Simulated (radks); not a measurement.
# Ionisation energy and size from Ag to Xe

One table from this session's results is given with a row withheld; the runs are named, their logs left out.

Program: radks (a radial shooting solver on a logarithmic mesh, Libxc functionals) version 1. Level of theory: Dirac Kohn-Sham, PBE, spin-unpolarised, spherical densities, finite nucleus; open shells fill j = l - 1/2 first. These are calculated values, not measurements, unless marked.

## The system

- species: Ag, Cd, In, Sn, Sb, Te, I, Xe
- runs: 16, each species and its next ion

The first run:

Input:

```text
Z 47
configuration [Kr] 4d10 5s1
relativity Dirac
functional pbe,pbe
spin unpolarised
j_filling energy
nucleus finite rms 4.5454 fm
c 137.035999084
```

Steps of the session up to this table: Ag, [Kr] 4d10 5s1; Ag⁺, [Kr] 4d10; Cd, [Kr] 4d10 5s2; Cd⁺, [Kr] 4d10 5s1; In, [Kr] 4d10 5s2 5p1; In⁺, [Kr] 4d10 5s2; Sn, [Kr] 4d10 5s2 5p2; Sn⁺, [Kr] 4d10 5s2 5p1; Sb, [Kr] 4d10 5s2 5p3; Sb⁺, [Kr] 4d10 5s2 5p2; Te, [Kr] 4d10 5s2 5p4; Te⁺, [Kr] 4d10 5s2 5p3; I, [Kr] 4d10 5s2 5p5; I⁺, [Kr] 4d10 5s2 5p4; Xe, [Xe]; Xe⁺, [Kr] 4d10 5s2 5p5.

One table of the session follows, with a row left open; its other results are not shown here.

```
species  Δ-SCF (eV)  −ε(HOMO) (eV)  its <r> (bohr)
     Ag       7.759          4.406            3.17
     Cd           ?              ?               ?
     In       5.572          2.641            3.64
     Sn       7.095          3.831            3.17
     Sb       7.960          4.516            2.98
     Te       9.352          5.622            2.72
      I      10.731          6.732            2.52
     Xe      12.110          7.855            2.35
```

**Question.** Estimate the row for Cd.

**Answer.** Δ-SCF (eV): 9.274; −ε(HOMO) (eV): 5.660; its <r> (bohr): 2.90. In the column «Δ-SCF (eV)» it lies between Sb (7.960) and Te (9.352).

Spin polarisation and multiplet splitting are left out, so open shells lie too high by an amount that depends on their filling.
